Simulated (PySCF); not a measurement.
# CH4B2F2: the cost of one run

The runs use PySCF 2.14.0, with density-fitted response routines of our own; the level of theory stands in each step. All values are computed, except where a source is named. Atoms are numbered from 0 throughout.

## (1) The molecule as given

9 atoms, charge 0, multiplicity 1; geometry from: GFN2-xTB. The atoms were then displaced at random by about 0.01 Å, so the start is not that level's minimum.

Bonds of the start (Å): B0–C1 1.59, C1–B2 1.58, B2–F3 1.29, B2–F4 1.31, B0–H5 1.14, B0–H6 1.18, C1–H7 1.08, C1–H8 1.07.

## (2) Geometry optimisation at PBE0-D3(BJ)/def2-SVP

What the job is given:

```
{"job": {"xc": "PBE0", "basis": "def2-SVP", "d3": "d3bj", "grid": 1, "shake": 0.01, "kind": "geom"}, "charge": 0, "multiplicity": 1}
B      1.296570     0.091110     0.347300
C      0.068740    -0.353270    -0.561970
B     -1.264450     0.170380     0.111750
F     -1.867480    -0.506180     1.035640
F     -1.785660     1.337970    -0.164440
H      1.638610    -0.559020     1.215390
H      1.789480     1.150120     0.151840
H      0.040350    -1.428800    -0.628690
H      0.141650     0.080540    -1.540550
```

Command:

```
OMP_NUM_THREADS=1 python probes_run.py task.json out
```

This one command runs all jobs of the session in turn.

**Question.** How long does this first job take on 1 thread of Arm Neoverse V2, shared host, and how much memory does it need?

About 16 s, with a peak of 0.37 GiB.
